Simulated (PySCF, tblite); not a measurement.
**C7H14N2Si: geometry, infrared bands and NMR shifts**

What infrared bands and NMR shifts should C7H14N2Si (`CCCn1nc([SiH3])cc1C`) show?

The runs use tblite 0.8.0 and PySCF 2.14.0, with density-fitted response routines of our own; the level of theory stands in each step. All values are computed, except where a source is named. Atoms count from 0, in the outputs and in this text.

## Step 1: Starting geometry

24 atoms, charge 0, multiplicity 1; geometry from: force field or distance geometry start.

Bonds of the start (Å): C0–C1 1.50, C1–C2 1.49, C2–N3 1.43, N3–N4 1.33, N4–C5 1.33, C5–Si6 1.83, C5–C7 1.39, C7–C8 1.38, C8–C9 1.49, C8–N3 1.36, C0–H10 1.12, C0–H11 1.13, C0–H12 1.12, C1–H13 1.12, C1–H14 1.11, C2–H15 1.13, C2–H16 1.12, Si6–H17 1.48, Si6–H18 1.48, Si6–H19 1.48, C7–H20 1.08, C9–H21 1.11, C9–H22 1.11, C9–H23 1.10.

## Step 2: Relaxing the molecule with GFN2-xTB

The job: settings as JSON, then the geometry in Å.

```
{"job": {"kind": "relax", "xc": "GFN2-xTB", "basis": "xTB"}, "charge": 0, "multiplicity": 1}
C     -2.648600    -0.355200     0.616800
C     -2.227200    -0.870100    -0.729800
C     -1.159500    -0.083900    -1.408100
N      0.068400     0.035700    -0.677500
N      1.070600    -0.829200    -0.765100
C      2.095800    -0.509300     0.013000
Si     3.652400    -1.459600     0.127800
C      1.719700     0.650100     0.675200
C      0.448800     0.963900     0.233900
C     -0.339300     2.143300     0.700400
H     -1.801800    -0.276100     1.340700
H     -3.353700    -1.127400     1.052000
H     -3.144500     0.643100     0.579700
H     -3.131800    -0.823500    -1.384500
H     -1.971700    -1.953400    -0.671600
H     -1.509600     0.966700    -1.645200
H     -1.016800    -0.541100    -2.424700
H      3.666800    -2.638900    -0.761400
H      4.004800    -1.821200     1.523800
H      4.755100    -0.593600    -0.346000
H      2.342500     1.159900     1.392600
H     -1.344900     2.208600     0.245500
H     -0.470800     2.094100     1.803400
H      0.283500     3.036800     0.516800
```

The run is started by

```sh
> OMP_NUM_THREADS=1 python probes_run.py task.json out
```

One launch serves the whole session: the jobs run in the order shown.

**Question.** This job is followed by: GFN2-xTB harmonic vibrations, gas phase; GIAO PBE0/pcSseg-1 NMR shielding, non-relativistic, gas phase. Predict these results of the whole session: strongest single infrared mode (GFN2-xTB); zero-point energy (GFN2-xTB); ¹³C shifts against TMS (PBE0/pcSseg-1); ¹H shifts against TMS (PBE0/pcSseg-1, means over atoms taken as alike); ¹⁵N shifts against NH3 (PBE0/pcSseg-1); ²⁹Si shifts against TMS (PBE0/pcSseg-1).

As calculated:

| quantity | value |
| --- | --- |
| strongest single infrared mode (GFN2-xTB) | 2212 cm⁻¹, 421 km/mol |
| zero-point energy (GFN2-xTB) | 121.8 kcal/mol |
| ¹³C shifts against TMS (PBE0/pcSseg-1) | 144.9, 143.1, 118.6, 51.8, 29.1, 13.4, 13.2 ppm |
| ¹H shifts against TMS (PBE0/pcSseg-1, means over atoms taken as alike) | 6.35, 4.48, 4.01, 2.37, 1.97, 0.79 ppm |
| ¹⁵N shifts against NH3 (PBE0/pcSseg-1) | 362.9, 244.0 ppm |
| ²⁹Si shifts against TMS (PBE0/pcSseg-1) | -82.9 ppm |

What this shows: Relaxing lowered the energy by 0.567 eV in 155 steps; the close pair that moved most is C0–H11, from 1.133 to 1.087 Å. All 66 modes are real, so the xTB geometry is a minimum. The strongest single mode, at 2212 cm⁻¹, moves mainly H18. GFN2-xTB is a fitted tight-binding method: band positions and strengths are rough. Its intensities can rank the bands wrongly. At PBE0/pcSseg-1: The widest tensor belongs to N4: span 480 ppm, with a paramagnetic part of -421 ppm. NICS(1)zz of -29 ppm above the planar ring from N3 marks a diatropic (aromatic) ring current.
